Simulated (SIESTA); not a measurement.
A run of SIESTA 5.4.2 is set up as follows.

File Rh.fdf:

```
SystemName                      Rh
SystemLabel                     Rh
NumberOfSpecies                 1
NumberOfAtoms                   1
%block ChemicalSpeciesLabel
  1  45 Rh
%endblock ChemicalSpeciesLabel

LatticeConstant                 1.0 Ang
%block LatticeVectors
     2.4265300000     0.1231000000     0.0000000000
    -0.2893500000     2.4123600000     0.0000000000
     0.0000000000     0.0000000000    23.8000000000
%endblock LatticeVectors
AtomicCoordinatesFormat         Ang
%block AtomicCoordinatesAndAtomicSpecies
     1.0685900000     1.2677300000     7.0000560000  1
%endblock AtomicCoordinatesAndAtomicSpecies

%block kgrid.MonkhorstPack
   11   0   0  0.0
    0  11   0  0.0
    0   0   1  0.0
%endblock kgrid.MonkhorstPack
XC.Functional                   GGA
XC.Authors                      PBE
PAO.BasisSize                   DZP
PAO.EnergyShift                 0.003 Ry
Mesh.Cutoff                     800 Ry
OccupationFunction              FD
ElectronicTemperature           0.05 eV
Slab.DipoleCorrection           vacuum
MaxSCFIterations                120
SCF.MustConverge                false
SCF.Mixer.Method                Pulay
SCF.Mixer.Weight                0.25
SCF.Mixer.History               8
SCF.DM.Tolerance                5.0e-05
SCF.H.Tolerance                 1.0e-03 eV
WriteForces                     true
Charge.Mulliken                 end
Charge.Hirshfeld                end
Charge.Voronoi                  end
SaveRho                         true
SaveElectrostaticPotential      true
MD.TypeOfRun                    CG
MD.Steps                        40
MD.MaxForceTol                  0.01 eV/Ang
MD.MaxDispl                     0.1 Ang
WriteCoorStep                   true
AtomCoorFormatOut               Fractional
%block PAO.Basis
  Rh 5
  n=4 0 2
    2.902 0.000
  n=5 0 2
    8.446 0.000
  n=4 1 2
    3.313 0.000
  n=5 1 1
    8.446
  n=4 2 2
    5.624 0.000
%endblock PAO.Basis
```

Potentials or basis: Ansatz (PBE files), DZP (energy shift 0.003 Ry; two zetas on semicore shells).

Launch:

```bash
$ siesta < Rh.fdf > Rh.out 2>&1
```

Question: Estimate the band gap on the k mesh.

Answer: None (metal or under the smearing width).

Question: Estimate the work function.

Answer: 5.68 eV.

Question: Estimate the energy gained by relaxing.

Answer: 0.1 meV/atom.

Final structure:
```
Rh
1.0
     2.42653    0.12310    0.00000
    -0.28935    2.41236    0.00000
     0.00000    0.00000   23.80000
Rh
1
Direct
  0.50000 0.50000 0.25463
```

Caveat: the basis of atomic orbitals isn't converged, which shifts pressures, moduli and gaps.
